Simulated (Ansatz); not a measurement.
**C2H6ClFGeSe: ionisation energy by level of theory**

The task here is to estimate one member of a computed series from the others.

The runs use Ansatz 0.2.0, Gaussian basis; unrestricted cation, the program's frozen cores in correlated methods.

The runs, in order: UKS PBE-D4/def2-TZVPP; UKS r2SCAN-D4/def2-TZVPP; UKS PBE0-D4/def2-TZVPP; UKS B3LYP-D4/def2-TZVPP; UKS wB97X-V/def2-TZVPP; UKS wB97M-V/def2-TZVPP; UKS B2PLYP/def2-TZVPP; then −ε(HOMO) from the neutral's earlier runs with LDA (SPW92), PBE-D4, revPBE-D4, BLYP-D4, r2SCAN-D4, B97M-V, PBE0-D4, B3LYP-D4, r2SCANh-D4, r2SCAN0-D4, HSE06-D4, BHLYP-D4, CAM-B3LYP-D4, LC-ωPBE, ωB97X-V, ωB97M-V.

## The relaxed structure

The geometry comes from an earlier relaxation with PBE0-D4 in a triple-zeta def2 set; it is a stationary point, not always the lowest conformer.

SMILES `C[Se][Ge]([CH3])([F])[Cl]`, 12 atoms, charge 0, spin multiplicity 1.

Atoms are counted from 1 here; the program's logs count them from 0.

Bond lengths: C1–Se2 1.959 Å, C1–H7 1.089 Å, C1–H8 1.088 Å, C1–H9 1.088 Å, Se2–Ge3 2.327 Å, Ge3–C4 1.931 Å, Ge3–F5 1.734 Å, Ge3–Cl6 2.154 Å, C4–H10 1.090 Å, C4–H11 1.090 Å, C4–H12 1.090 Å. Angles: Se2–C1–H7 105.5°, Se2–C1–H8 110.0°, Se2–C1–H9 111.0°, H7–C1–H8 109.7°, H7–C1–H9 109.4°, H8–C1–H9 111.1°, C1–Se2–Ge3 96.2°, Se2–Ge3–C4 118.8°, Se2–Ge3–F5 104.9°, Se2–Ge3–Cl6 110.0°, C4–Ge3–F5 107.6°, C4–Ge3–Cl6 108.4°, F5–Ge3–Cl6 106.4°, Ge3–C4–H10 108.9°, Ge3–C4–H11 109.8°, Ge3–C4–H12 109.1°, H10–C4–H11 109.4°, H10–C4–H12 110.0° and more.

Geometry (Å):

```xyz
12

C    -1.02815   -1.90970    0.63102
Se   -1.82002   -0.55745   -0.54431
Ge   -0.26876    1.11472   -0.08484
C     1.49775    0.98231   -0.85446
F    -0.99309    2.57245   -0.68221
Cl   -0.06642    1.36591    2.04505
H    -1.71574   -2.75329    0.60952
H    -0.95354   -1.52259    1.64468
H    -0.05540   -2.22584    0.26090
H     2.07638    1.85900   -0.56274
H     1.99263    0.08273   -0.48847
H     1.41136    0.93675   -1.94005
```

Set-up of the first run:

The input, in.yaml:

```yaml
crystal:
  periodic: [false, false, false]
  atoms:
    - {symbol: C, position_ang: [-1.028145, -1.909696, 0.631021]}
    - {symbol: Se, position_ang: [-1.820022, -0.557448, -0.544305]}
    - {symbol: Ge, position_ang: [-0.268760, 1.114716, -0.084837]}
    - {symbol: C, position_ang: [1.497747, 0.982313, -0.854462]}
    - {symbol: F, position_ang: [-0.993094, 2.572453, -0.682213]}
    - {symbol: Cl, position_ang: [-0.066415, 1.365906, 2.045047]}
    - {symbol: H, position_ang: [-1.715738, -2.753294, 0.609521]}
    - {symbol: H, position_ang: [-0.953541, -1.522586, 1.644678]}
    - {symbol: H, position_ang: [-0.055401, -2.225844, 0.260902]}
    - {symbol: H, position_ang: [2.076376, 1.859000, -0.562739]}
    - {symbol: H, position_ang: [1.992629, 0.082734, -0.488469]}
    - {symbol: H, position_ang: [1.411365, 0.936745, -1.940045]}
basis:
  gaussian: {orbitals: def2-TZVPP}
total_charge: 1
magnetization: {spin_polarized: true, initial_magnetization: 1}
hamiltonian: {xc: pbe, dispersion: d4}
```

Among the steps run: Cation, UKS PBE-D4/def2-TZVPP; Cation, UKS r2SCAN-D4/def2-TZVPP; Cation, UKS PBE0-D4/def2-TZVPP; Cation, UKS B3LYP-D4/def2-TZVPP; Cation, UKS wB97X-V/def2-TZVPP; Cation, UKS wB97M-V/def2-TZVPP; Cation, UKS B2PLYP (frozen core)/def2-TZVPP.

One of the session's tables, all rows but one given; the rest of the session is left out.

It belongs to the step «Ionisation energies side by side». Orbital estimates, from the neutral's runs:

```
  functional  −ε(HOMO) (eV)
 LDA (SPW92)           5.98
      PBE-D4           5.83
   revPBE-D4           5.78
     BLYP-D4           5.67
   r2SCAN-D4           6.11
      B97M-V           6.19
     PBE0-D4           7.01
    B3LYP-D4           6.77
  r2SCANh-D4           6.54
  r2SCAN0-D4           7.18
    HSE06-D4           6.61
    BHLYP-D4           8.03
CAM-B3LYP-D4              ?
     LC-ωPBE           9.66
     ωB97X-V           9.32
     ωB97M-V           9.18
```

Estimate the missing values for CAM-B3LYP-D4.

As computed: −ε(HOMO) (eV): 8.30. In the column «−ε(HOMO) (eV)» it lies between BHLYP-D4 (8.03) and ωB97M-V (9.18).
